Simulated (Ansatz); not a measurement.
# K3Te2: a trial structure relaxed

Where does K3Te2 go from the start given, anti-corundum type (R-3c, No. 167)?

Method: DFT PBE, scalar-relativistic, plane waves, PAW, in Ansatz 0.2.0.

### 1 The structure to begin with

It takes space group R-3c (No. 167, trigonal). Conventional cell: a = 7.686 Å, b = 7.686 Å, c = 20.983 Å, α = 90.00°, β = 90.00°, γ = 120.00°. K (site symmetry 2) has 4 Te at 3.00 to 3.18 Å as nearest neighbours. Te (site symmetry 3) is surrounded by 6 K at 3.00 to 3.18 Å.

Structure file:

```xyz
10
Lattice="3.8428 2.2186 6.9945 -3.8428 2.2186 6.9945 0.0000 -4.4373 6.9945" Properties=species:S:1:pos:R:3 pbc="T T T"
K    -1.4891   -2.2186    8.7431
K     2.6659   -0.1803    8.7431
K    -1.1769    2.3989    8.7431
K     1.4891    2.2186   12.2403
K    -2.6659    0.1803   12.2403
K     1.1769   -2.3989   12.2403
Te    0.0000    0.0000   17.8816
Te    0.0000    0.0000   13.5934
Te    0.0000    0.0000    3.1018
Te    0.0000    0.0000    7.3899
```

(A quick probe on a coarse mesh, which set the mesh and smearing, is not shown.)

### 3 Rough relaxation on the coarse mesh

input.yaml reads:

```yaml
crystal:
  lattice:
    - [3.842790714, 2.2186362531, 6.9944561736]
    - [-3.842790714, 2.2186362531, 6.9944561736]
    - [0.0, -4.4372725064, 6.9944561736]
  atoms:
    - { symbol: K, position: [0.05625, 0.44375, 0.75] }
    - { symbol: K, position: [0.75, 0.05625, 0.44375] }
    - { symbol: K, position: [0.44375, 0.75, 0.05625] }
    - { symbol: K, position: [0.94375, 0.55625, 0.25] }
    - { symbol: K, position: [0.25, 0.94375, 0.55625] }
    - { symbol: K, position: [0.55625, 0.25, 0.94375] }
    - { symbol: Te, position: [0.85218, 0.85218, 0.85218] }
    - { symbol: Te, position: [0.64782, 0.64782, 0.64782] }
    - { symbol: Te, position: [0.14782, 0.14782, 0.14782] }
    - { symbol: Te, position: [0.35218, 0.35218, 0.35218] }
basis:
  ecutwfc: 420
kpoints:
  mp_grid: { grid: [3, 3, 3] }
hamiltonian:
  xc: pbe
scf:
  occupations: { method: gaussian, width: 0.1 }
  lower_state_search: "off"
output:
  forces: true
  stress: true
  eigenvalues: true
relax:
  adjacent_minimum: "off"
  f_tol: 0.04
  max_steps: 70
  cell: { stress_tol: 0.4 }
```

Started as:

```console
$ ansatz run input.yaml --threads 1 --pin off --max-ram 2560MiB --backend cpu --events-out ev --progress --plain --runs-dir out
```

Further runs follow: the relaxation; relaxation repeated from the new cell.

Before running it: what results should come out?

**Answer**, as computed:

Formation energies count from the elements, computed with the same settings in runs not shown here.

```
                          quantity                                                                        value
               cell (conventional)  a = 9.812 Å, b = 9.812 Å, c = 15.068 Å, α = 90.00°, β = 90.00°, γ = 120.00°
                       space group                                                               R-3c (No. 167)
                            volume                                                                41.88 Å³/atom
                   gap on the mesh                                                                 none (metal)
formation energy from the elements                                                               -0.860 eV/atom
```

What this shows: The space group stayed R-3c, and from the first guess the volume went from 35.78 to 41.88 Å³/atom. With -0.86 eV/atom it lies under the elements, which doesn't yet make it stable against other compounds of them. These runs have no spin-orbit coupling; with Te it would split and shift bands.

These are semilocal Kohn-Sham gaps, which aren't the measured quantity. Such gaps usually fall short of the measured ones; spin-orbit coupling, left out here, narrows gaps with Te, so the two errors partly cancel.
